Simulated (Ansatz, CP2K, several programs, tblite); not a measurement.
Energy against volume for NaSnBr₃ built on the cubic perovskite prototype, at fixed shape and fractional coordinates, computed by several methods (PBE and r2SCAN, where shown, with plane waves in Ansatz); the cell shown is that of r2SCAN. It is cubic, Pm-3m (No. 221); conventional cell a = 5.798 Å, 38.98 Å³ an atom. Around Na lie 12 Br at 4.10 Å; around Sn lie 6 Br at 2.90 Å; around Br lie 2 Sn at 2.90 Å and 4 Na at 4.10 Å. The cell comes from a prototype generator: it can be a known phase or a hypothetical one. Spin polarisation is off. Energies count from each curve's lowest point; fits are third-order Birch-Murnaghan.

Space group Pm-3m (No. 221). a = 5.798 Å, b = 5.798 Å, c = 5.798 Å, α = 90.00°, β = 90.00°, γ = 90.00°
```json
{"atom": "Na", "site": "1a", "symmetry": "m-3m", "x": "0.0000", "y": "0.0000", "z": "0.0000"}
{"atom": "Sn", "site": "1b", "symmetry": "m-3m", "x": "0.5000", "y": "0.5000", "z": "0.5000"}
{"atom": "Br", "site": "3c", "symmetry": "4/mm.m", "x": "0.5000", "y": "0.5000", "z": "0.0000"}
```

Q: PBE/DZVP (CP2K), on the shape of the cell shown, gives

| V (Å³/atom) | E (meV/atom) |
| --- | --- |
| 34.306 | 71.61 |
| 36.645 | 23.79 |
| 38.984 | 2.14 |
| 41.324 | 0.00 |
| 43.663 | 12.14 |

What equilibrium volume and bulk modulus follow?

A: V₀ = 40.44 Å³ an atom and B₀ = 19 GPa.

Q: r2SCAN, on the shape of its own relaxed cell, gives
```tsv
V (Å³/atom)	E (meV/atom)
36.645	10.61
37.815	2.53
38.984	0.00
40.154	2.17
41.324	8.33
```
What equilibrium volume and bulk modulus follow?

A: V₀ = 39.00 Å³ an atom and B₀ = 21 GPa.

PBE, on the shape of its own relaxed cell:
```tsv
V (Å³/atom)	E (meV/atom)
37.498	10.39
38.694	2.58
39.891	0.00
41.088	1.84
42.284	7.43
```
V₀ = 39.96 Å³ an atom and B₀ = 20 GPa.

Q: PBE/SZV (CP2K), on the shape of the cell shown, gives
```csv
V (Å³/atom),E (meV/atom)
34.306,135.75
36.645,59.13
38.984,16.79
41.324,0.00
43.663,2.10
```
This method closes the gap of a crystal that DFT finds insulating, so its curve rests on a wrong state.
What equilibrium volume and bulk modulus follow?

A: V₀ = 42.17 Å³ an atom and B₀ = 21 GPa.

GFN2-xTB (tblite), on the shape of the cell shown, as a cluster of 40 atoms at the zone centre:
```tsv
V (Å³/atom)	E (meV/atom)
34.306	148.20
36.645	44.01
38.984	7.99
41.324	0.00
43.663	9.96
```
The points scatter about the fit by more than 0.3 meV an atom, so no fit is quoted.

Spin-orbit coupling is left out, which matters wherever the heavy atoms make up the band edges.
